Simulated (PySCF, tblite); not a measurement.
# C11H7N3: excited states

Aim: compute the excited states of C11H7N3 (`c1ccc2nc3ncccc3nc2c1`).

Computed with tblite 0.8.0 and PySCF 2.14.0 and routines of our own; the level stands in each step. Atoms count from 0.

## 1. The starting structure

21 atoms, charge 0, multiplicity 1; geometry from: force field or distance geometry start.

## 2. Relaxing the molecule with GFN2-xTB

The job: settings as JSON, then the geometry in Å.

```
{"job": {"kind": "relax", "xc": "GFN2-xTB", "basis": "xTB"}, "charge": 0, "multiplicity": 1}
C     -3.296100     1.070600    -0.150600
C     -3.543300    -0.173700     0.372800
C     -2.427300    -1.003400     0.624700
C     -1.181900    -0.510300     0.305300
N     -0.120600    -1.313600     0.552400
C      1.139400    -0.926000     0.273000
N      2.212400    -1.737200     0.511000
C      3.468900    -1.340200     0.247300
C      3.757500    -0.104100    -0.289900
C      2.668400     0.725400    -0.529800
C      1.369600     0.332300    -0.261000
N      0.306200     1.141100    -0.495300
C     -0.960100     0.735500    -0.207800
C     -2.040600     1.545600    -0.456700
H     -4.206800     1.693300    -0.318400
H     -4.532100    -0.540500     0.630600
H     -2.611900    -1.979500     1.042000
H      4.305100    -2.027000     0.445300
H      4.775000     0.184700    -0.490600
H      2.861400     1.712800    -0.946700
H     -1.952100     2.531100    -0.858000
```

The run is started by

```console
OMP_NUM_THREADS=1 python excited_run.py task.json out
```

The driver reads the jobs from task.json and runs them one after another.

What it wrote:

```text
step      E/eV     max force
  0    -975.34747    3.981
  1    -975.84881    1.954
  2    -975.98058    0.928
  3    -976.05057    0.535
  4    -976.08277    0.604
  5    -976.10537    0.343
  6    -976.12353    0.286
  7    -976.13577    0.262
  8    -976.14271    0.195
  9    -976.14622    0.164
 10    -976.14891    0.139
 11    -976.15116    0.138
 12    -976.15236    0.071
 13    -976.15275    0.041
 14    -976.15289    0.028
 15    -976.15297    0.025
 16    -976.15304    0.021
 17    -976.15310    0.016
 18    -976.15314    0.014
 19    -976.15316    0.012
 20    -976.15318    0.009
```

Wall time 0.26 s (1 thread of AMD EPYC 7B13, shared host).

Relaxation path:

| step | energy from step 0 (eV) | largest force (eV/Å) |
| --- | --- | --- |
| 0 | 0.0000 | 3.9813 |
| 1 | -0.5013 | 1.9545 |
| 2 | -0.6331 | 0.9276 |
| 3 | -0.7031 | 0.5351 |
| 4 | -0.7353 | 0.6035 |
| 5 | -0.7579 | 0.3427 |
| 6 | -0.7761 | 0.2865 |
| 7 | -0.7883 | 0.2617 |
| 8 | -0.7952 | 0.1947 |
| 9 | -0.7987 | 0.1640 |
| 10 | -0.8014 | 0.1393 |
| 11 | -0.8037 | 0.1381 |
| 12 | -0.8049 | 0.0707 |
| 13 | -0.8053 | 0.0407 |
| 14 | -0.8054 | 0.0285 |
| 15 | -0.8055 | 0.0247 |
| 16 | -0.8056 | 0.0215 |
| 17 | -0.8056 | 0.0164 |
| 18 | -0.8057 | 0.0136 |
| 19 | -0.8057 | 0.0121 |
| 20 | -0.8057 | 0.0088 |

Close pairs (by a distance rule), those that changed most:

| bond | before (Å) | after (Å) | change (Å) |
| --- | --- | --- | --- |
| C3–C12 | 1.365 | 1.438 | +0.073 |
| C5–C10 | 1.386 | 1.440 | +0.053 |
| C1–C2 | 1.413 | 1.361 | -0.052 |
| N6–C7 | 1.344 | 1.296 | -0.048 |
| C12–C13 | 1.373 | 1.417 | +0.044 |
| C0–C1 | 1.372 | 1.414 | +0.042 |
| C2–C3 | 1.377 | 1.418 | +0.041 |
| C7–C8 | 1.378 | 1.418 | +0.039 |

The end geometry stands in the next job.

## 3. Vibrational analysis with GFN2-xTB

The job: settings as JSON, then the geometry in Å.

```
{"job": {"kind": "ir", "xc": "GFN2-xTB", "basis": "xTB"}, "charge": 0, "multiplicity": 1}
C     -3.290501     1.092637    -0.156244
C     -3.479241    -0.198675     0.388670
C     -2.419753    -1.018434     0.629649
C     -1.103978    -0.581227     0.333820
N     -0.076096    -1.389436     0.572530
C      1.139429    -0.942020     0.282819
N      2.180817    -1.769764     0.528512
C      3.375778    -1.350799     0.253738
C      3.678497    -0.077205    -0.290724
C      2.658833     0.786704    -0.554041
C      1.331975     0.373086    -0.270180
N      0.305078     1.184049    -0.510993
C     -0.912515     0.732213    -0.219514
C     -2.044304     1.552444    -0.454448
H     -4.156019     1.714057    -0.333545
H     -4.483275    -0.527884     0.612897
H     -2.535433    -2.007144     1.044694
H      4.176785    -2.047747     0.467373
H      4.706569     0.186497    -0.487014
H      2.815901     1.771599    -0.968523
H     -1.877466     2.533991    -0.869950
```

What it wrote:

```text
mode    cm-1     km/mol
  1      84.2      1.01
  2      86.8      2.97
  3     217.3      0.17
  4     239.5      3.82
  5     241.8      0.01
  6     321.2     11.48
  7     410.4      0.11
  8     420.6      0.85
  9     425.2     14.26
 10     444.7      6.97
 11     452.6      0.24
 12     507.5      0.07
 13     563.3      2.53
 14     571.9      5.26
 15     576.1      1.11
 16     663.6      5.34
 17     724.3     19.96
 18     741.2     58.35
 19     766.4      1.60
 20     777.2      1.22
 21     787.3      0.42
 22     869.7     22.20
 23     874.6      3.37
 24     878.8      0.02
 25     901.8      3.26
 26     916.6      0.61
 27     917.5      0.27
 28     924.1      0.04
 29     931.5      0.04
 30    1047.0      0.62
 31    1059.9      6.49
 32    1130.6      2.97
 33    1143.2      3.58
 34    1164.8      5.59
 35    1184.9     13.46
 36    1231.6     16.64
 37    1232.0     11.32
 38    1285.2      1.00
 39    1316.1     32.18
 40    1324.3     15.04
 41    1349.1     10.47
 42    1390.1      4.28
 43    1410.1     23.01
 44    1459.0      6.09
 45    1472.4     10.35
 46    1501.6      5.39
 47    1517.3     39.88
 48    1535.6     15.78
 49    1598.2     11.55
 50    1615.1      6.38
 51    3049.9     27.92
 52    3079.4     12.68
 53    3080.0      5.78
 54    3088.3     35.88
 55    3093.7     38.78
 56    3102.6     29.88
 57    3107.3     17.36
```

Wall time 1.4 s (1 thread of AMD EPYC 7B13, shared host).

The strongest bands and the atoms that carry them (share of the mass-weighted mode):

| cm⁻¹ | km/mol | atoms |
| --- | --- | --- |
| 741 | 58.4 | H20 13 %, H18 13 %, H14 11 % |
| 1316 | 32.2 | C10 13 %, N4 11 %, C3 10 % |
| 1410 | 23.0 | C13 21 %, C2 20 %, C12 15 %, C3 13 % |
| 1517 | 39.9 | C0 14 %, C8 12 %, C1 12 %, N4 12 % |
| 3050 | 27.9 | H17 92 % |
| 3088 | 35.9 | H15 42 %, H14 35 % |
| 3094 | 38.8 | H18 71 %, H19 20 % |
| 3103 | 29.9 | H20 78 % |

## 4. Excited states: TDA CAM-B3LYP/def2-SVP

The job, as its differences from that of step 3:

```diff
@@ -1,2 +1,2 @@
-{"job": {"kind": "ir", "xc": "GFN2-xTB", "basis": "xTB"}, "charge": 0, "multiplicity": 1}
+{"job": {"kind": "states", "xc": "CAM-B3LYP", "basis": "def2-SVP", "tda": true, "soc": true, "nstates": 8, "ntriplets": 5, "nquad": 4}, "charge": 0, "multiplicity": 1}
 C     -3.290501     1.092637    -0.156244
```

With the program's defaults for keys left out, this is: TDA CAM-B3LYP/def2-SVP excited states, vertical, gas phase, spin-orbit mean-field couplings.

What it wrote:

```text
coarse grid: 19472 points
cycle   1  E = -586.7085650236  dE =  3.498e+00  |g| = 5.456e-01  |ddm| = 6.446e+00
cycle   2  E = -586.7107255671  dE = -2.161e-03  |g| = 6.144e-01  |ddm| = 1.573e+00
cycle   3  E = -586.7875012299  dE = -7.678e-02  |g| = 7.665e-02  |ddm| = 7.119e-01
cycle   4  E = -586.7883682412  dE = -8.670e-04  |g| = 5.729e-02  |ddm| = 1.508e-01
cycle   5  E = -586.7891732687  dE = -8.050e-04  |g| = 1.472e-02  |ddm| = 8.575e-02
cycle   6  E = -586.7892285651  dE = -5.530e-05  |g| = 5.384e-03  |ddm| = 2.430e-02
cycle   7  E = -586.7892368085  dE = -8.243e-06  |g| = 1.611e-03  |ddm| = 7.541e-03
final grid: 193872 points
cycle   8  E = -586.8984212945  dE = -4.779e-05  |g| = 3.513e-03  |ddm| = 3.983e-02
cycle   9  E = -586.8984225311  dE = -1.237e-06  |g| = 3.043e-03  |ddm| = 7.870e-03
cycle  10  E = -586.8984247201  dE = -2.189e-06  |g| = 6.339e-04  |ddm| = 3.362e-03
cycle  11  E = -586.8984248200  dE = -9.990e-08  |g| = 2.049e-04  |ddm| = 9.581e-04
cycle  12  E = -586.8984248353  dE = -1.528e-08  |g| = 8.744e-05  |ddm| = 3.629e-04
cycle  13  E = -586.8984248378  dE = -2.525e-09  |g| = 2.193e-05  |ddm| = 1.379e-04
cycle  14  E = -586.8984248384  dE = -5.864e-10  |g| = 1.832e-05  |ddm| = 7.415e-05
converged SCF energy = -586.8984248384

Singlet excitations
state   eV       nm        f     d(h-e)  d(exc)  Lambda  PR(NTO)  |dmu|/D   mu/D   main configurations
  1   3.1141   398.1   0.00057   0.392   3.233   0.534   1.040    1.066    1.583   H-1->L 0.95
  2   4.0306   307.6   0.07895   1.472   4.006   0.831   1.152    4.160    4.928   H->L 0.91
  3   4.2431   292.2   0.21351   0.183   3.614   0.651   1.698    0.461    2.138   H-2->L 0.72, H->L+1 0.24
  4   4.2914   288.9   0.00548   1.297   3.214   0.483   1.199    3.148    1.980   H-3->L 0.86
  5   4.9636   249.8   0.00012   0.173   3.147   0.398   1.831                     H-1->L+1 0.63, H-5->L 0.30
  6   5.0329   246.3   0.00063   0.283   3.100   0.447   1.958                     H-5->L 0.59, H-1->L+1 0.31
  7   5.3357   232.4   0.00748   0.830   3.850   0.802   1.116                     H-4->L 0.92
  8   5.8232   212.9   0.00077   0.462   3.539   0.455   1.311                     H-1->L+2 0.74, H-1->L+3 0.10

Triplet excitations (Tamm-Dancoff)
state   eV     d(h-e)  d(exc)  Lambda  PR(NTO)   main configurations
  1   2.4351   0.430   3.428   0.830   1.188   H->L 0.89
  2   2.6433   0.245   3.054   0.530   1.086   H-1->L 0.89
  3   3.2813   0.142   3.565   0.669   1.057   H-2->L 0.96
  4   3.6678   1.149   2.939   0.481   1.305   H-3->L 0.73, H-1->L+2 0.10
  5   3.7139   0.065   2.852   0.788   1.862   H-4->L 0.64, H->L+2 0.25
S1 - T1 = 0.6790 eV

Spin-orbit couplings |<S|Hso|T>| (cm-1)
             T1       T2       T3       T4       T5
S0        0.005    7.981    0.056   30.756    0.282
S1        6.538    0.217    0.917    2.851    1.315
S2        0.003    6.350    0.014    7.372    0.061
S3        0.123    0.875    0.019    1.478    0.088
S4       10.236    2.673    1.871    0.210    7.187
S5        0.430    0.592    0.151    1.847    1.233
S6        2.473    0.868    0.772    2.552    2.397
S7        0.006    0.660    0.020    8.073    0.073
S8        1.746    1.478    0.520    0.358    2.096
T1 sublevels (cm-1): 0.000 0.000 0.029   radiative rates (1/s): 0.000459 0.000116 0.374
```

Wall time 88 s (1 thread of AMD EPYC 7B13, shared host); peak memory 1.2 GiB.

In short:

| quantity | value |
| --- | --- |
| S1 less T1 | 0.68 eV |

The fields below are evaluated on a grid from the run's orbitals.

Frontier orbitals at CAM-B3LYP/def2-SVP, with the share of their density that lies nearest to each atom:

| orbital | energy (eV) | lies on |
| --- | --- | --- |
| HOMO | -7.97 | C2, C13 about 17 % each; N4, N11 about 10 % each; C0, C1 about 8 % each |
| LUMO | -1.76 | N4, N11 about 15 % each; C9 9 %; 4 C atoms about 6 % each |

ELF in a plane through or near 21 of the atoms.

Values, 10 rows by 14 columns:
```
0.00 0.00 0.00 0.00 0.00 0.00 0.00 0.00 0.00 0.00 0.00 0.00 0.00 0.00
0.00 0.00 0.00 0.00 0.00 0.00 0.00 0.00 0.00 0.04 0.00 0.00 0.00 0.00
0.00 0.00 0.00 0.01 0.99 0.72 0.16 0.32 0.56 0.99 0.02 0.01 0.00 0.00
0.00 0.00 0.70 0.05 0.96 0.57 0.67 0.87 0.26 0.72 0.18 0.99 0.22 0.00
0.00 0.07 1.00 0.87 0.64 0.94 0.74 0.88 0.44 0.69 0.47 0.99 0.18 0.00
0.00 0.00 0.04 0.74 0.42 0.48 0.74 0.32 0.68 0.19 0.31 0.42 0.02 0.00
0.00 0.00 0.96 0.96 0.88 0.88 0.78 0.63 0.74 0.43 0.56 1.00 0.67 0.00
0.00 0.00 0.92 0.53 0.79 0.90 0.26 0.92 0.14 1.00 0.05 0.18 0.00 0.00
0.00 0.00 0.00 0.00 0.09 0.14 0.00 0.05 0.05 0.94 0.05 0.00 0.00 0.00
0.00 0.00 0.00 0.00 0.00 0.00 0.00 0.00 0.00 0.00 0.00 0.00 0.00 0.00
```
The map spans 14.5 Å across and 10.2 Å up, centred on the molecule. Atoms in the plane (x, y in Å): C0 (3.4, 0.7), C1 (3.4, -0.7), C2 (2.3, -1.4), C3 (1.0, -0.8), N4 (-0.1, -1.5), C5 (-1.2, -0.9), N6 (-2.4, -1.6), C7 (-3.5, -1.0), C8 (-3.7, 0.4), C9 (-2.6, 1.2), C10 (-1.3, 0.6), N11 (-0.2, 1.3), C12 (1.0, 0.7), C13 (2.2, 1.4), H14 (4.3, 1.3), H15 (4.4, -1.2), H16 (2.3, -2.5), H17 (-4.4, -1.6), H18 (-4.7, 0.8), H19 (-2.6, 2.3), H20 (2.1, 2.5).

log10 of the density (e/Å³) in the same plane.

Values, 10 rows by 14 columns:
```
-4.0 -4.0 -4.0 -4.0 -4.0 -4.0 -4.0 -4.0 -4.0 -4.0 -4.0 -4.0 -4.0 -4.0
-4.0 -4.0 -4.0 -3.9 -3.0 -3.2 -4.0 -3.9 -3.0 -2.7 -3.5 -4.0 -4.0 -4.0
-4.0 -4.0 -3.5 -2.5 -0.9 -1.3 -1.8 -1.7 -1.3 -0.6 -2.0 -2.6 -3.5 -4.0
-4.0 -3.2 -1.7 -1.4  0.1 -0.4 -0.3  0.0 -0.5  0.2 -0.8 -0.7 -2.4 -4.0
-4.0 -2.6 -0.4  0.2  0.3  0.3  0.4  0.4  0.4  0.2  1.8 -0.2 -2.2 -4.0
-4.0 -3.1 -1.4  0.0 -0.3 -0.2  0.1 -0.3  0.2 -0.5  0.4 -0.6 -2.4 -4.0
-4.0 -3.1 -1.0  0.3  0.4  0.4  0.3  0.5  0.1  1.4  0.0  0.1 -2.0 -3.8
-4.0 -3.5 -1.6 -1.1 -0.6 -0.4 -1.0 -0.5 -1.1  0.2 -1.5 -2.0 -3.0 -4.0
-4.0 -4.0 -3.3 -3.1 -2.3 -2.3 -2.6 -2.4 -2.2 -1.5 -2.5 -3.7 -4.0 -4.0
-4.0 -4.0 -4.0 -4.0 -4.0 -4.0 -4.0 -4.0 -3.7 -3.4 -3.9 -4.0 -4.0 -4.0
```
The map spans 14.5 Å across and 10.2 Å up, centred on the molecule. Atoms in the plane (x, y in Å): C0 (3.4, 0.7), C1 (3.4, -0.7), C2 (2.3, -1.4), C3 (1.0, -0.8), N4 (-0.1, -1.5), C5 (-1.2, -0.9), N6 (-2.4, -1.6), C7 (-3.5, -1.0), C8 (-3.7, 0.4), C9 (-2.6, 1.2), C10 (-1.3, 0.6), N11 (-0.2, 1.3), C12 (1.0, 0.7), C13 (2.2, 1.4), H14 (4.3, 1.3), H15 (4.4, -1.2), H16 (2.3, -2.5), H17 (-4.4, -1.6), H18 (-4.7, 0.8), H19 (-2.6, 2.3), H20 (2.1, 2.5).

On the surface of density 0.002 e/bohr³ the electrostatic potential runs, from the 1st to the 99th percentile, from -2.01 V near N6 to 1.03 V near H18.

## 5. Results

| quantity | value |
| --- | --- |
| strongest single infrared mode (GFN2-xTB) | 741 cm⁻¹, 58 km/mol |
| zero-point energy (GFN2-xTB) | 95.5 kcal/mol |
| S1 less T1 (step 4, TDA CAM-B3LYP/def2-SVP) | 0.68 eV |
| potential on the surface of density 0.002 e/bohr³, 1st and 99th percentile | -2.01 V and 1.03 V |

What this shows: All 57 modes are real, so the xTB geometry is a minimum. The strongest single mode, at 741 cm⁻¹, has its largest shares on H20, H18 and H14 (the list is cut at 3 atoms). Unscaled tight-binding wavenumbers are off by several per cent, some by more. Its intensities can rank the bands wrongly. In step 4, the number of triplets below S1 is 2, and the largest singlet-triplet spin-orbit coupling is S0–T4, 30.76 cm⁻¹. At CAM-B3LYP/def2-SVP, counted by nearest atom on the grid, the HOMO lies on C2, C13 about 17 % each; N4, N11 about 10 % each, the LUMO on N4, N11 about 15 % each; C9 9 %.
